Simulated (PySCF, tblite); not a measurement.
**CH₁₁NSi₃: geometry, infrared bands and NMR shifts**

Wanted: the infrared bands and NMR shifts of CH₁₁NSi₃ (`CN[SiH]([SiH3])[SiH3]`), by calculation.

Programs: tblite 0.8.0 and PySCF 2.14.0, with density-fitted response routines of our own. Each step states its level of theory. These are calculated values for one molecule in the gas phase, unless marked as measured. Atoms count from 0, in the outputs and in this text.

## Step 1: The starting structure

16 atoms, charge 0, multiplicity 1; geometry from: force field or distance geometry start.

Bonds of the start (Å): C0–N1 1.44, N1–Si2 1.73, Si2–Si3 2.32, Si2–Si4 2.31, C0–H5 1.10, C0–H6 1.10, C0–H7 1.10, N1–H8 1.03, Si2–H9 1.49, Si3–H10 1.48, Si3–H11 1.50, Si3–H12 1.49, Si4–H13 1.48, Si4–H14 1.49, Si4–H15 1.49.

## Step 2: Geometry optimisation with GFN2-xTB

What the job is given:

```
{"job": {"kind": "relax", "xc": "GFN2-xTB", "basis": "xTB"}, "charge": 0, "multiplicity": 1}
C     -0.946400     2.276700    -0.501800
N      0.186200     1.396000    -0.360500
Si     0.175400    -0.097000     0.517100
Si    -1.379000    -1.638200    -0.260600
Si     2.175400    -1.257000     0.413800
H     -1.291400     2.672600     0.463400
H     -1.796100     1.777500    -0.989900
H     -0.671900     3.134300    -1.128900
H      0.984900     1.945800    -0.022100
H     -0.126600     0.282000     1.926900
H     -1.071100    -2.062500    -1.648200
H     -1.373100    -2.856100     0.618900
H     -2.752500    -1.059500    -0.216100
H      2.129500    -2.462500     1.271900
H      2.469400    -1.666200    -0.987400
H      3.279700    -0.376900     0.892100
```

Launch:

```
$ OMP_NUM_THREADS=1 python probes_run.py task.json out
```

The driver reads the jobs from task.json and runs them one after another.

**Question.** This job is followed by: GFN2-xTB harmonic vibrations, gas phase; GIAO PBE0/pcSseg-1 NMR shielding, non-relativistic, gas phase. What will the session give for the following? strongest single infrared mode (GFN2-xTB); zero-point energy (GFN2-xTB); 13C shifts against TMS (PBE0/pcSseg-1); 1H shifts against TMS (PBE0/pcSseg-1, means over atoms taken as alike); 15N shifts against NH3 (PBE0/pcSseg-1); 29Si shifts against TMS (PBE0/pcSseg-1, means over atoms taken as alike); surface potential, 1st and 99th percentile.

The runs gave:

```
                                                                quantity                        value
                               strongest single infrared mode (GFN2-xTB)         633 cm⁻¹, 578 km/mol
                                            zero-point energy (GFN2-xTB)                68.4 kcal/mol
                                  13C shifts against TMS (PBE0/pcSseg-1)                     36.7 ppm
  1H shifts against TMS (PBE0/pcSseg-1, means over atoms taken as alike)  5.45, 3.49, 2.76, -0.63 ppm
                                  15N shifts against NH3 (PBE0/pcSseg-1)                      7.3 ppm
29Si shifts against TMS (PBE0/pcSseg-1, means over atoms taken as alike)            -47.7, -117.5 ppm
                                   surface potential, 1st and 99th percentile           -0.83 V and 1.47 V
```

In words: The optimisation took 146 steps and gained 0.279 eV; among the close pairs (by a distance rule), Si3–H11 changed most, from 1.502 to 1.467 Å. All 42 modes are real, so the xTB geometry is a minimum. The strongest single mode, at 633 cm⁻¹, moves mainly H9. Unscaled tight-binding wavenumbers are off by several per cent, some by more. Its intensities can rank the bands wrongly. At PBE0/pcSseg-1: The largest span, 157 ppm, is at Si2, where the paramagnetic term is -485 ppm. By nearest atom (PBE0/pcSseg-1), the HOMO sits on N1 57 %; H9 11 % and the LUMO on Si2 22 %; Si3, Si4 about 10 % each.
